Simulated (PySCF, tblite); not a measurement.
# C8H16BN: geometry, infrared bands and NMR shifts

Wanted: the infrared bands and NMR shifts of C8H16BN (`CC#C[C@H]1CC[BH2-][N+]1(C)C`), by calculation.

The runs use tblite 0.8.0 and PySCF 2.14.0, with density-fitted response routines of our own; the level of theory stands in each step. All values are computed, except where a source is named. Atoms are numbered from 0 throughout.

### 1 The starting structure

26 atoms, charge 0, multiplicity 1; geometry from: force field or distance geometry start.

Bonds of the start (Å): C0–C1 1.48, C1–C2 1.19, C2–C3 1.49, C3–C4 1.51, C4–C5 1.53, C5–B6 1.60, B6–N7 1.57, N7–C8 1.49, N7–C9 1.49, N7–C3 1.48, C0–H10 1.11, C0–H11 1.10, C0–H12 1.10, C3–H13 1.12, C4–H14 1.12, C4–H15 1.11, C5–H16 1.12, C5–H17 1.11, B6–H18 1.20, B6–H19 1.19, C8–H20 1.10, C8–H21 1.11, C8–H22 1.10, C9–H23 1.12, C9–H24 1.11, C9–H25 1.12.

### 2 Geometry optimisation with GFN2-xTB

Job settings and geometry (Å):

```
{"job": {"kind": "relax", "xc": "GFN2-xTB", "basis": "xTB"}, "charge": 0, "multiplicity": 1}
C      3.758300    -1.536700     0.401000
C      2.485800    -0.786100     0.426000
C      1.461000    -0.183100     0.465500
C      0.176200     0.577400     0.487000
C      0.239500     1.818400    -0.372000
C     -1.210700     2.207600    -0.639000
B     -2.045800     0.879300    -0.349300
N     -1.006800    -0.215800     0.073900
C     -0.733300    -1.107600    -1.093700
C     -1.535200    -1.039800     1.194600
H      4.071300    -1.760900     1.436900
H      4.522100    -0.927100    -0.102800
H      3.598700    -2.481300    -0.144300
H      0.052200     0.923100     1.543600
H      0.788700     2.650200     0.130900
H      0.739100     1.597700    -1.335900
H     -1.519000     3.015200     0.067400
H     -1.347000     2.545300    -1.684100
H     -2.829100     1.101100     0.537000
H     -2.666300     0.570000    -1.310600
H     -0.040100    -1.917300    -0.819100
H     -0.294200    -0.533600    -1.940500
H     -1.665400    -1.584200    -1.445200
H     -2.458900    -1.594200     0.889300
H     -0.771800    -1.782500     1.515100
H     -1.790100    -0.412400     2.081500
```

Started as:

```
OMP_NUM_THREADS=1 python probes_run.py task.json out
```

This one command runs all jobs of the session in turn.

**Question.** This job is followed by: GFN2-xTB harmonic vibrations, gas phase; GIAO PBE0/pcSseg-1 NMR shielding, non-relativistic, gas phase. Predict these results of the whole session: strongest single infrared mode (GFN2-xTB); zero-point energy (GFN2-xTB); 13C shifts against TMS (PBE0/pcSseg-1); 1H shifts against TMS (PBE0/pcSseg-1, means over atoms taken as alike); 11B shifts against BF3·OEt2 (PBE0/pcSseg-1); 15N shifts against NH3 (PBE0/pcSseg-1).

**Answer**, as computed:

| quantity | value |
| --- | --- |
| strongest single infrared mode (GFN2-xTB) | 2423 cm⁻¹, 261 km/mol |
| zero-point energy (GFN2-xTB) | 141.5 kcal/mol |
| 13C shifts against TMS (PBE0/pcSseg-1) | 92.8, 82.5, 64.1, 50.0, 43.1, 37.1, 9.5, 4.7 ppm |
| 1H shifts against TMS (PBE0/pcSseg-1, means over atoms taken as alike) | 3.57, 2.59, 2.45, 2.42, 2.39, 2.23, 2.07, 1.90, 0.98, 0.88 ppm |
| 11B shifts against BF3·OEt2 (PBE0/pcSseg-1) | -8.6 ppm |
| 15N shifts against NH3 (PBE0/pcSseg-1) | 72.2 ppm |

In words: The optimisation took 126 steps and gained 0.483 eV; among the close pairs (by a distance rule), B6–N7 changed most, from 1.568 to 1.647 Å. The lowest mode is imaginary (29i cm⁻¹), so the xTB geometry is not a minimum. The strongest single mode, at 2423 cm⁻¹, moves mainly H18. GFN2-xTB is a fitted tight-binding method: band positions and strengths are rough. Its intensities can rank the bands wrongly. The most deshielded hydrogen is H13 (hydrogen on a propargylic sp3 CH bonded to N), at 3.57 ppm: its carbon carries N, an electronegative neighbour. At PBE0/pcSseg-1: Shielding is most anisotropic at C2 (span 266 ppm, paramagnetic term -155 ppm).
